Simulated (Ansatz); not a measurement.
# ClFISn, SMILES [F][Sn]([Cl])[I]: a rigid scan of one bond length

Run with Ansatz 0.2.0, Python API.

Contents of `clfisn.xyz`:
```text
4

F    -1.15490   -0.70490    1.43880
Sn    0.08790    0.39580    0.43770
Cl    2.01420   -0.86790    0.08520
I    -0.89170    1.11670   -1.98200
```

Script `run_scan.py`:
```python
'''Potential curve of ClFISn along one bond.'''

from dataclasses import dataclass

import ansatz
import numpy as np


@dataclass(frozen=True)
class Options:
    basis: str = 'def2-SVP'
    xc: str = 'pbe0'


cfg = Options()

geometry = ansatz.Crystal.molecule_from_extxyz('clfisn.xyz')

symbols = [site.symbol for site in geometry.cartesian_sites]
start = np.array([site.position_ang for site in geometry.cartesian_sites])
axis = (start[2] - start[1]) / np.linalg.norm(start[2] - start[1])
moving = [2]
lengths, energies = [1.98, 2.14, 2.33, 2.56, 2.91, 3.5, 4.2, 5.13], []
for length in lengths:
    xyz = start.copy()
    xyz[moving] += (length - np.linalg.norm(start[2] - start[1])) * axis
    point = ansatz.Crystal.molecule()
    for symbol, place in zip(symbols, xyz):
        point = point.atom(symbol, place.tolist())
    calculation = point.calculation()
    calculation = calculation.basis(gaussian=cfg.basis)
    calculation = calculation.functional(cfg.xc).spin('collinear', total=1)
    summary = calculation.run(threads=1).report
    energies.append(summary['free_energy_ev'])
    print(f'r = {length:6.3f} A  E = {energies[-1]:.5f} eV  <S^2> = {abs(summary["mean_field"]["state"]["spin_squared"]):.3f}')

print('energy above the lowest point (eV):', [round(e - min(energies), 3) for e in energies])
```

```console
$ python run_scan.py
r =  1.980 A  E = -29160.37362 eV  <S^2> = 0.754
r =  2.140 A  E = -29161.64458 eV  <S^2> = 0.754
r =  2.330 A  E = -29162.09403 eV  <S^2> = 0.755
r =  2.560 A  E = -29161.91706 eV  <S^2> = 0.757
r =  2.910 A  E = -29161.21923 eV  <S^2> = 0.765
r =  3.500 A  E = -29160.41249 eV  <S^2> = 0.765
r =  4.200 A  E = -29160.13057 eV  <S^2> = 0.752
r =  5.130 A  E = -29160.06570 eV  <S^2> = 0.752
energy above the lowest point (eV): [1.72, 0.449, 0.0, 0.177, 0.875, 1.682, 1.963, 2.028]
```

What to keep in mind:
- Total energies depend on the basis set; only differences at equal settings carry meaning.
- The rest of the molecule is held rigid at a force-field or estimated start geometry, and the basis set is modest; single-reference methods fail as a bond breaks.
- def2 sets replace the cores of elements past krypton by effective core potentials.
- The run takes the species as open-shell (spin multiplicity 2), which needn't be its ground state.
- Spin-orbit coupling of the heavy open-shell atom is left out.
- Wall time of the script: 2.9 min on 1 thread of Intel(R) Xeon(R) Platinum 8259CL CPU @ 2.50GHz (Skylake/Cascade Lake) (shared host), peak memory 0.42 GiB.
